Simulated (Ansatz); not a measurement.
# GdO (Pm-3m) in Ansatz: notebook

One crystal, GdO, is run at these levels: r2SCAN+U; tasks: projected density of states.

Everything below comes from runs of Ansatz 0.2.0. Logs are shortened: lines on timing, memory, paths and dates and some standing lists are left out, and cuts for length are marked.

## 1. The crystal as given

Symmetry: Pm-3m, No. 221, cubic system. Conventional cell: a = 2.802 Å, b = 2.802 Å, c = 2.802 Å, α = 90.00°, β = 90.00°, γ = 90.00°. Gd (site symmetry m-3m) has 8 O at 2.43 Å as nearest neighbours. Around O (site symmetry m-3m) lie 8 Gd at 2.43 Å.

The cell comes from a database or a generator and needn't be the stable form of this composition.

## 2. Projected density of states, r2SCAN+U, collinear spin, ferromagnetic start

input.yaml reads:

```yaml
crystal:
  lattice:
    - [2.80181376, 0.0, 0.0]
    - [0.0, 2.80181376, 0.0]
    - [0.0, 0.0, 2.80181376]
  atoms:
    - { symbol: Gd, position: [0.0, 0.0, 0.0], spin: 7.0 }
    - { symbol: O, position: [0.5, 0.5, 0.5] }
hamiltonian:
  xc: r2scan
  pseudopotentials: { kind: paw }
  hubbard: { sites: [{ species: Gd, l: f, u_eff: 5.0 }] }
magnetization:
  spin_polarized: true
kpoints:
  mp_grid: { grid: [9, 9, 9] }
scf:
  occupations: { method: fermi_dirac, width: 0.05 }
  n_extra_bands: 6
output:
  forces: true
  stress: true
  eigenvalues: true
  dos: { projected: true, de: 0.05, nscf_kmesh: { grid: [14, 14, 14] } }
  write_density: true
  write_potential: true
  elf: true
  volumetric_format: npy
```

Potentials or basis: Ansatz PAW.

Launch:

```bash
> ansatz run input.yaml --threads 2 --pin off --max-ram 5632MiB --backend cpu --events-out ev --progress --plain --runs-dir out
```

Log:

```text
Warning: the band count 18 (scf.n_extra_bands) hosts the net moment |M| = 7.0000 μB (N_el = 24) but caps the reachable moment at 2·n_bands − N_el = 12.0000 μB, below the 20 bands that the automatic rule leaves for it — a moment growing past the seed, or the majority channel's smearing tail, pins there with fewer empty majority states than that count leaves; raise or omit scf.n_extra_bands unless the cap is intended
Warning: RAYON_NUM_THREADS=2 ignored (pool sized by the plan → 2); use --threads N
Gd: projections on atomic orbitals take those of the free atom [Kr 4d10] 4f7 5s2 5p6 5d1 6s2, of charge +0.00 (hamiltonian.pseudopotentials.projection_atoms); the dataset's partial waves leave at most 2.5e-4 of an orbital's norm unspanned inside its sphere
O: projections on atomic orbitals take those of the free atom [He] 2s2 2p4, of charge +0.00 (hamiltonian.pseudopotentials.projection_atoms); the dataset's partial waves leave at most 1.9e-8 of an orbital's norm unspanned inside its sphere
scf.n_extra_bands = 6 over 12 filled bands (N_el = 24.0): the run solves 18 bands
Engine: ansatz 0.2.0, aarch64-unknown-linux-gnu
Pseudopotentials: kind: paw
Pseudopotential: Gd, paw, valence charge 18, recommended cutoff 500 eV (meta_gga), Gd.paw.azcp
Pseudopotential: O, paw, valence charge 6, recommended cutoff 500 eV (meta_gga), O.paw.azcp
Functional definition: r2SCAN
  parameter k0 = 0.174
  parameter k1 = 0.065
  parameter a1 = 4.9479
  exchange = r2scan_x(k0 = k0, k1 = k1, a1 = a1)
  correlation = r2scan_c
Crystal: 2 atoms, lattice volume = 21.995 Å³
Basis set: ecut = 500 eV, 587 PW (Γ), exchange–correlation on 96×96×96 points (64 copies of the dense FFT grid, shifted against one another)
Bands: 18, of which v1, the nominal top of the filled ones, is band 12 counted from 1 (11 counted from 0)
Symmetry: 48 space group operations
Space group: Pm-3m (ITA 221), of the structure as read, at distance tolerance 2.8e-5 Å
Magnetic group: BNS 221.92 (UNI 1594), of the structure as read, at distance tolerance 2.8e-5 Å
k-points: 35 of 729
Non-local potential: Gd, projectors of the file, l = 0: 3, l = 1: 2, l = 2: 2, l = 3: 3
Non-local potential: O, projectors of the file, l = 0: 2, l = 1: 2, l = 2: 1
PAW form: soft (Blöchl's): semilocal exchange-correlation on the pseudo side does not see the compensation charge
PAW frozen core: Gd, regenerated for the run's functional (the file was generated under x = pbe(κ = 0.804, μ = 0.2195149727645171), c = pbe(β = 0.06672455060314922))
PAW frozen core: O, regenerated for the run's functional (the file was generated under x = pbe(κ = 0.804, μ = 0.2195149727645171), c = pbe(β = 0.06672455060314922))
PAW one-centre angular grid: Gd, 2702 points (default); XC on 224 Gauss nodes
PAW one-centre angular grid: O, 302 points (default); XC on 160 Gauss nodes
Initial density: superposition of atomic densities (chi_scale 0.1, normalization cell, long waves kept (reshape's long-wave potential 0.00 eV rms))
Starting moments: Σ|m| = 7 μB on 1 of 2 sites
Initial wavefunctions: pseudopotential atomic-orbital guess
Functional: x = r2scan, c = r2scan; τ floored in thin density (d = 2e-4 eV/Å³)
[... 11 lines left out ...]
SCF iter  10: F=—  HF=-9916.236069 eV  |F-HF|=—  |Δ(HF+E_count)|=   1.43e-6  Δρ=2.51e-5 (↑2.28e-5 ↓2.51e-5)  dr2=8.48e-8  dr2_τ=6.57e-9  dr2_m=5.60e-9  M=7.598 μB ∫|m|=7.663 μB  β_m=1.00  ethr=1.76e-9  ⟨swp⟩=2.0  Hψ=2099  notcnv=0  defer=40  κ⁻¹=1.4e-7(r=8)
SCF iter  11: F=—  HF=-9916.236070 eV  |F-HF|=—  |Δ(HF+E_count)|=   9.16e-7  Δρ=3.29e-6 (↑2.78e-6 ↓3.29e-6)  dr2=2.74e-9  dr2_τ=1.24e-10  dr2_m=5.50e-10  M=7.598 μB ∫|m|=7.663 μB  β_m=1.00  ethr=3.53e-10  ⟨swp⟩=2.1  Hψ=2090  notcnv=0  defer=40  κ⁻¹=1.2e-7(r=8)
SCF iter  12: F=-9916.236070 eV  HF=-9916.236070 eV  |F-HF|=2.52e-9  |Δ(HF+E_count)|=   2.53e-8  Δρ=1.70e-6 (↑1.35e-6 ↓1.70e-6)  dr2=8.47e-10  dr2_τ=2.42e-11  dr2_m=9.36e-11  M=7.598 μB ∫|m|=7.663 μB  ethr=1.14e-11  ⟨swp⟩=8.1  Hψ=7403  notcnv=0
SCF 1 converged in 12 iterations: F = -9916.236070 eV  dr2 = 8.47e-10
this state was not tested for a lower state beside it, because the mixer in use, unlike msr1, does not test its closes by its own steps (another_mixer; see scf.mixing.algorithm and scf.lower_state_search)
NSCF: frozen V_eff on 120 k-points
SCF converged after 12 iterations
Magnetization: 7.5979 μB (15.7990 up, 8.2010 down)
Absolute magnetization: 7.6632 μB (∫|ρ↑−ρ↓|, with the PAW one-centre terms)
Spin contamination: 0.0116 ħ² per cell (⟨S²⟩ above its minimum at these occupations)
Per-site moments (μB) at R_I (Å): [(7.1814705475754, 1.0009072807935284), (-0.014640515832531033, 1.0009072807935284)]
Free energy (F): -9916.236070 eV
Harris-Foulkes:  -9916.236070 eV  (|F-HF|=2.52e-9)
Internal energy: -9916.233483 eV  (E = F + TS)
E sigma→0 (E₀):  -9916.234777 eV
Entropy (-TS):   -0.002587 eV (-1.294 meV/atom)
Fermi energy:    23.811660 eV
--- Per-component energies (eV) ---
  E_band       = 196.888456
  E_kinetic    = 601.185598
  E_local      = -1477.359629  (includes V_loc(G=0)·N_el)
  E_nonlocal   = 328.853690
  E_hartree    = 634.955900
  E_xc         = -307.798596
  E_vxc        = -400.625109  (∫ρ·V_xc dr)
  E_hubbard    = 0.139318  (on-site DFT+U / exact-exchange correction)
  E_vhub       = -17.299570  (the Hubbard potential's part of the band-sum identity)
  E_paw        = -6626.637457  (= ΣΔE_a)
  E_vpaw       = -129.897842  (= ΣTr[D̂ρ^β])
  E_aug_tail   = 0.001057  (compensation charges beyond the density's cutoff)
  E_vtau       = 22.117487  (kinetic-family band-sum trace: ∫τ·v_τ [+ j·A + Jᵃ·Aᵃ] dr)
  E_ewald      = -3069.880749
  E_core_change = 0.307384  (= ΣΔE_core)
  E_smearing   = -0.002587  (= −TS)
  E_closure    = 0.000000  (closes the sum)
  Σ components = -9916.236070   (vs F -9916.236070, Δ=0.00e0)
--- Forces (eV/Å), atoms counted from 1 ---
  atom   1  Gd     0.00000000    -0.00000000    -0.00000000
  atom   2  O      0.00000000     0.00000000    -0.00000000
  max |Σ_I F_I| component: 2.76e-30 eV/Å
--- Stress (GPa, compression-positive) ---
       53.199409       0.000000       0.000000
        0.000000      53.199409       0.000000
        0.000000      -0.000000      53.199409
  P = ⅓ Tr σ = 53.1994 GPa (531.994 kbar)
--- Band table (eV; the first three rows and the last of 70) ---
  k-point 0 ↑: bands = ["-24.3773", "0.2794", "0.2794", "0.2794", "1.2754", "15.3376", "15.3376", "15.3376", "15.3465", "15.3465", "15.3465", "15.6157", "19.2419", "19.2419", "19.2419", "19.7619", "19.7619", "26.9313"]
  k-point 1 ↑: bands = ["-24.3299", "-0.6673", "0.3260", "0.3260", "1.9772", "15.2398", "15.3171", "15.3534", "15.3534", "15.3710", "15.3710", "15.6062", "18.3036", "19.0657", "19.0657", "19.9026", "21.0283", "27.6131"]
  k-point 2 ↑: bands = ["-24.2074", "-2.0165", "0.4457", "0.4457", "2.7642", "15.0665", "15.2467", "15.3831", "15.3831", "15.4571", "15.4571", "15.5823", "16.9840", "18.5991", "18.5991", "20.2731", "23.3823", "29.2625"]
  k-point 34 ↓: bands = ["-19.2881", "0.9868", "1.0550", "1.0550", "2.3699", "14.4694", "14.4694", "14.7818", "27.5221", "27.5221", "27.5401", "27.6511", "27.9093", "27.9093", "27.9122", "29.9966", "30.4093", "30.4093"]
Occupation matrices written to <dir>
```

rho_z.tsv:

```text
# z_ang	rho[e/angstrom^3]	rho_spin[e/angstrom^3]
# format = ansatz-planar-average/11
# lattice	2.801813760	0.000000000	0.000000000
# lattice	0.000000000	2.801813760	0.000000000
# lattice	0.000000000	0.000000000	2.801813760
# sites	2
# site	64	0.000000000	0.000000000	0.000000000
# site	8	1.400906880	1.400906880	1.400906880
0.000000	2.013458e0	1.231764e0
0.116742	1.940196e0	1.146882e0
0.233484	1.735179e0	9.237763e-1
0.350227	1.442641e0	6.405245e-1
0.466969	1.128671e0	3.815453e-1
0.583711	8.607865e-1	1.983809e-1
[... 16 lines left out ...]
2.568329	1.735179e0	9.237763e-1
2.685072	1.940196e0	1.146882e0
```

It took 8.1 s on 2 threads of Arm Neoverse V2, shared host; peak memory 0.42 GiB.

What came out:

```
Free energy                          : -9916.2361 eV
Pressure                             : 53.2 GPa
Band gap on the k mesh               : none (metal or under the smearing width)
Net moment                           : 7.60 μB per cell
Absolute moment                      : 7.66 μB per cell
Site moments                         : Gd +7.18; O -0.01 μB
Density of states at the Fermi level : 0.39 states/eV per cell
```

States per cell in windows of 1 eV (zero at the Fermi level; states under -8 eV left out):
```csv
from (eV),up,down,Gd 4f down,Gd 5d down,Gd 5d up,O 2p down,O 2p up,Gd 4f up
-8.0,0.99,0.94,0.01,0.15,0.15,0.70,0.51,0.28
-7.0,0.89,0.96,0.02,0.09,0.11,0.80,0.64,0.09
-6.0,0.86,0.68,0.01,0.03,0.07,0.60,0.70,0.06
-5.0,0.01,0.00,0.00,0.00,0.00,0.00,0.01,0.00
-4.0,0.07,0.00,0.00,0.00,0.07,0.00,0.01,0.00
-3.0,0.18,0.00,0.00,0.00,0.16,0.00,0.01,0.00
-2.0,0.31,0.07,0.00,0.07,0.28,0.00,0.02,0.00
-1.0,0.21,0.17,0.01,0.16,0.18,0.00,0.01,0.00
0.0,0.19,0.29,0.02,0.25,0.16,0.01,0.01,0.00
1.0,0.33,0.37,0.06,0.27,0.25,0.01,0.02,0.00
2.0,0.46,1.13,0.70,0.31,0.34,0.03,0.04,0.00
3.0,0.75,5.51,5.12,0.24,0.60,0.07,0.07,0.00
4.0,0.42,1.14,0.72,0.33,0.27,0.04,0.06,0.00
5.0,0.08,0.88,0.13,0.59,0.05,0.09,0.02,0.00
6.0,0.00,0.41,0.03,0.26,0.00,0.06,0.00,0.00
7.0,0.00,0.02,0.00,0.01,0.00,0.00,0.00,0.00
```

Eigenvalues of the final occupation matrices:
| site | spin | trace | eigenvalues |
| --- | --- | --- | --- |
| site 1 | 1 | 6.99 | 1.00 1.00 1.00 1.00 1.00 1.00 1.00 |
| site 1 | 2 | 0.04 | 0.00 0.00 0.00 0.01 0.01 0.01 0.01 |

Caveat: the magnetic or orbital state may not be the lowest; a pressure of tens of GPa on the cell as given is suspect, and the run, the potentials or the cell itself is likely at fault; spin-orbit coupling is left out, which moves the levels of the heavy elements; a cell with one magnetic atom can't hold antiferromagnetic order, which such compounds often take; the PAW data sets come from PBE, with cores solved anew for the run's functional, which leaves a small shift of forces and pressure.

## 3. Projected density of states, r2SCAN+U, collinear spin, ferromagnetic start

Changes to input.yaml since step 2:

```diff
@@ -11,3 +11,3 @@
   pseudopotentials: { kind: paw }
-  hubbard: { sites: [{ species: Gd, l: f, u_eff: 5.0 }] }
+  hubbard: { sites: [{ species: Gd, l: f, u_eff: 6.0 }] }
 magnetization:
@@ -24,5 +24 @@
   dos: { projected: true, de: 0.05, nscf_kmesh: { grid: [14, 14, 14] } }
-  write_density: true
-  write_potential: true
-  elf: true
-  volumetric_format: npy
```

Potentials or basis: Ansatz PAW.

Launch:

```bash
> ansatz run input.yaml --threads 2 --pin off --max-ram 5632MiB --backend cpu --events-out ev --progress --plain --runs-dir out
```

Wall time 7.9 s (2 threads of Arm Neoverse V2, shared host); peak memory 0.42 GiB.

It converged, with:

```
Free energy                          : -9916.2095 eV
Pressure                             : 53.6 GPa
Band gap on the k mesh               : none (metal or under the smearing width)
Net moment                           : 7.60 μB per cell
Absolute moment                      : 7.67 μB per cell
Site moments                         : Gd +7.19; O -0.02 μB
Density of states at the Fermi level : 0.38 states/eV per cell
```

Levels at points of the mesh, in eV from the Fermi level:
Spin up:
```csv
k point,band 12,band 13,band 14,band 15,band 16,band 17,band 18
"(0.00, 0.00, 0.00)",-8.70,-4.59,-4.59,-4.59,-4.05,-4.05,3.12
```
Spin down:
| k point | band 5 | band 6 | band 7 | band 8 | band 9 | band 10 | band 11 | band 12 |
| --- | --- | --- | --- | --- | --- | --- | --- | --- |
| (0.00, 0.00, 0.00) | -20.66 | -4.86 | -4.86 | -4.86 | -1.95 | -1.95 | 4.06 | 4.06 |

States per cell in windows of 1 eV (zero at the Fermi level; states under -8 eV left out):
```
from (eV)    up  down  Gd 4f down  Gd 5d down  Gd 5d up  O 2p down  O 2p up  Gd 4f up
     -8.0  0.91  0.91        0.01        0.15      0.16       0.68     0.54      0.15
     -7.0  0.85  0.90        0.01        0.09      0.11       0.74     0.63      0.06
     -6.0  0.92  0.83        0.02        0.05      0.08       0.73     0.76      0.05
     -5.0  0.02  0.00        0.00        0.00      0.00       0.00     0.02      0.00
     -4.0  0.06  0.00        0.00        0.00      0.06       0.00     0.00      0.00
     -3.0  0.17  0.00        0.00        0.00      0.16       0.00     0.01      0.00
     -2.0  0.30  0.06        0.00        0.06      0.27       0.00     0.02      0.00
     -1.0  0.22  0.16        0.01        0.15      0.20       0.00     0.01      0.00
      0.0  0.18  0.25        0.01        0.22      0.15       0.01     0.01      0.00
      1.0  0.30  0.36        0.04        0.29      0.23       0.01     0.02      0.00
      2.0  0.48  0.48        0.14        0.27      0.35       0.02     0.04      0.00
      3.0  0.70  2.99        2.49        0.34      0.56       0.05     0.07      0.00
      4.0  0.48  4.11        3.70        0.29      0.33       0.07     0.06      0.00
      5.0  0.10  0.91        0.29        0.48      0.07       0.07     0.03      0.00
      6.0  0.00  0.65        0.08        0.41      0.00       0.08     0.00      0.00
      7.0  0.00  0.02        0.00        0.02      0.00       0.00     0.00      0.00
```

Eigenvalues of the final occupation matrices:
```tsv
site	spin	trace	eigenvalues
site 1	1	6.99	1.00 1.00 1.00 1.00 1.00 1.00 1.00
site 1	2	0.04	0.00 0.00 0.00 0.01 0.01 0.01 0.01
```

Caveat: the magnetic or orbital state may not be the lowest; a pressure of tens of GPa on the cell as given is suspect, and the run, the potentials or the cell itself is likely at fault; spin-orbit coupling is left out, which moves the levels of the heavy elements; a cell with one magnetic atom can't hold antiferromagnetic order, which such compounds often take; the PAW data sets come from PBE, with cores solved anew for the run's functional, which leaves a small shift of forces and pressure.

## 4. Projected density of states, r2SCAN+U, collinear spin, ferromagnetic start

Changes to input.yaml since step 3:

```diff
@@ -11,3 +11,3 @@
   pseudopotentials: { kind: paw }
-  hubbard: { sites: [{ species: Gd, l: f, u_eff: 6.0 }] }
+  hubbard: { sites: [{ species: Gd, l: f, u_eff: 8.0 }] }
 magnetization:
```

Launch:

```bash
> ansatz run input.yaml --threads 2 --pin off --max-ram 5632MiB --backend cpu --events-out ev --progress --plain --runs-dir out
```

Wall time 8.1 s (2 threads of Arm Neoverse V2, shared host); peak memory 0.42 GiB.

Results (log left out):

| Item | Value |
| --- | --- |
| Free energy | -9916.1630 eV |
| Pressure | 54.5 GPa |
| Band gap on the k mesh | none (metal or under the smearing width) |
| Net moment | 7.60 μB per cell |
| Absolute moment | 7.69 μB per cell |
| Site moments | Gd +7.19; O -0.02 μB |
| Density of states at the Fermi level | 0.38 states/eV per cell |

Levels at points of the mesh, in eV from the Fermi level:
Spin up:
```
           k point  band 14  band 15  band 16  band 17  band 18
(0.00, 0.00, 0.00)    -4.61    -4.61    -4.05    -4.05     3.13
```
Spin down:
| k point | band 4 | band 5 | band 6 | band 7 | band 8 | band 9 | band 10 | band 11 | band 12 | band 13 |
| --- | --- | --- | --- | --- | --- | --- | --- | --- | --- | --- |
| (0.00, 0.00, 0.00) | -20.66 | -20.66 | -4.83 | -4.83 | -4.83 | -1.95 | -1.95 | 4.99 | 5.05 | 5.05 |

States per cell in windows of 1 eV (zero at the Fermi level; states under -8 eV left out):
```csv
from (eV),up,down,Gd 4f down,Gd 5d down,Gd 5d up,O 2p down,O 2p up,O 2s up
-8.0,0.88,0.93,0.01,0.15,0.16,0.69,0.59,0.01
-7.0,0.84,0.93,0.01,0.09,0.11,0.77,0.65,0.01
-6.0,0.83,0.74,0.01,0.04,0.07,0.66,0.71,0.00
-5.0,0.01,0.00,0.00,0.00,0.00,0.00,0.00,0.00
-4.0,0.07,0.00,0.00,0.00,0.07,0.00,0.01,0.00
-3.0,0.18,0.00,0.00,0.00,0.16,0.00,0.01,0.00
-2.0,0.31,0.07,0.00,0.06,0.28,0.00,0.02,0.00
-1.0,0.21,0.16,0.00,0.15,0.18,0.00,0.01,0.00
0.0,0.19,0.27,0.01,0.24,0.16,0.01,0.01,0.01
1.0,0.33,0.33,0.02,0.27,0.25,0.01,0.02,0.03
2.0,0.46,0.37,0.05,0.25,0.34,0.02,0.04,0.05
3.0,0.75,0.70,0.24,0.35,0.60,0.03,0.07,0.03
4.0,0.42,3.47,2.79,0.51,0.28,0.08,0.06,0.03
5.0,0.09,3.72,3.21,0.35,0.06,0.09,0.02,0.00
6.0,0.00,0.89,0.27,0.45,0.00,0.09,0.00,0.00
7.0,0.00,0.02,0.00,0.02,0.00,0.00,0.00,0.00
```

Eigenvalues of the final occupation matrices:
```csv
site,spin,trace,eigenvalues
site 1,1,6.99,1.00 1.00 1.00 1.00 1.00 1.00 1.00
site 1,2,0.03,0.00 0.00 0.00 0.00 0.00 0.00 0.01
```

Caveat: the magnetic or orbital state may not be the lowest; a pressure of tens of GPa on the cell as given is suspect, and the run, the potentials or the cell itself is likely at fault; spin-orbit coupling is left out, which moves the levels of the heavy elements; a cell with one magnetic atom can't hold antiferromagnetic order, which such compounds often take; the PAW data sets come from PBE, with cores solved anew for the run's functional, which leaves a small shift of forces and pressure. The state reached can hang on the start; a lower one may exist.

## 5. Overview

```tsv
U	gap on the mesh (eV)	pressure (GPa)	moment (μB)
Gd f U = 5 eV	none	53.2	7.60
Gd f U = 6 eV	none	53.6	7.60
Gd f U = 8 eV	none	54.5	7.60
```

Alike in all rows: task projected density of states; level r2SCAN+U; potentials or basis Ansatz PAW; spin collinear, ferromagnetic start; cell as given; k mesh 9 × 9 × 9; cutoff (eV) 500; smearing fermi-dirac 0.05 eV.

Every run on the cell as given and a fine mesh finds a metal.

Caveats: the magnetic or orbital state may not be the lowest; a pressure of tens of GPa on the cell as given is suspect, and the run, the potentials or the cell itself is likely at fault; spin-orbit coupling is left out, which moves the levels of the heavy elements; a cell with one magnetic atom can't hold antiferromagnetic order, which such compounds often take; the PAW data sets come from PBE, with cores solved anew for the run's functional, which leaves a small shift of forces and pressure.

Total energies depend on the potentials used, so only differences within one code and one set of settings carry meaning.
